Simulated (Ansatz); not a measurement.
# C5FeO5: the cost of one run

Method: the levels named in each step, in Ansatz 0.2.0.

**1. Starting point**

Bond lengths: C1–O2 1.142 Å, C3–O4 1.142 Å, C5–O6 1.142 Å, C7–O8 1.142 Å, C9–O10 1.142 Å, C1–Fe11 1.772 Å, C3–Fe11 1.772 Å, C5–Fe11 1.803 Å, C7–Fe11 1.803 Å, C9–Fe11 1.803 Å. Angles (14 of 15 angles, heavy atoms first): O2–C1–Fe11 180.0°, O4–C3–Fe11 180.0°, O6–C5–Fe11 180.0°, O8–C7–Fe11 180.0°, O10–C9–Fe11 180.0°, C1–Fe11–C3 180.0°, C1–Fe11–C5 90.0°, C1–Fe11–C7 90.0°, C1–Fe11–C9 90.0°, C3–Fe11–C5 90.0°, C3–Fe11–C7 90.0°, C3–Fe11–C9 90.0°, C5–Fe11–C7 120.0°, C5–Fe11–C9 120.0°.

As a file:

```xyz
11

C     1.6643   -0.4636    0.3950
O     2.7366   -0.7622    0.6495
C    -1.6643    0.4635   -0.3949
O    -2.7367    0.7621   -0.6493
C    -0.1830    0.7365    1.6355
O    -0.2989    1.2029    2.6713
C    -0.4211   -1.7337   -0.2602
O    -0.6878   -2.8317   -0.4250
C     0.6041    0.9972   -1.3753
O     0.9867    1.6288   -2.2463
Fe    0.0000    0.0000    0.0000
```

**2. A rough first relaxation, PBE-D4/def2-SVP**

input.yaml

```yaml
crystal:
  periodic: [false, false, false]
  atoms:
    - { symbol: C, position_ang: [1.66432, -0.46355, 0.39497] }
    - { symbol: O, position_ang: [2.73659, -0.76222, 0.64947] }
    - { symbol: C, position_ang: [-1.66435, 0.4635, -0.3949] }
    - { symbol: O, position_ang: [-2.73666, 0.7621, -0.6493] }
    - { symbol: C, position_ang: [-0.18298, 0.73647, 1.63548] }
    - { symbol: O, position_ang: [-0.29887, 1.2029, 2.6713] }
    - { symbol: C, position_ang: [-0.42109, -1.73368, -0.26022] }
    - { symbol: O, position_ang: [-0.68778, -2.83168, -0.42503] }
    - { symbol: C, position_ang: [0.60407, 0.99721, -1.37526] }
    - { symbol: O, position_ang: [0.98665, 1.62878, -2.24626] }
    - { symbol: Fe, position_ang: [0.0, 0.0, 0.0] }
basis:
  gaussian: { orbitals: def2-SVP }
hamiltonian:
  xc: pbe
  dispersion: d4
relax:
  f_tol: 0.03
  max_steps: 200
```

Run with:

```
$ ansatz run input.yaml --threads 4 --pin off --max-ram 10240MiB --backend cpu --events-out ev --progress --plain --runs-dir out
```

**Question.** How long does this run take on 4 threads of Arm Neoverse V1, shared host, and how much memory does it need?

About 14 s, with a peak of 0.29 GiB.
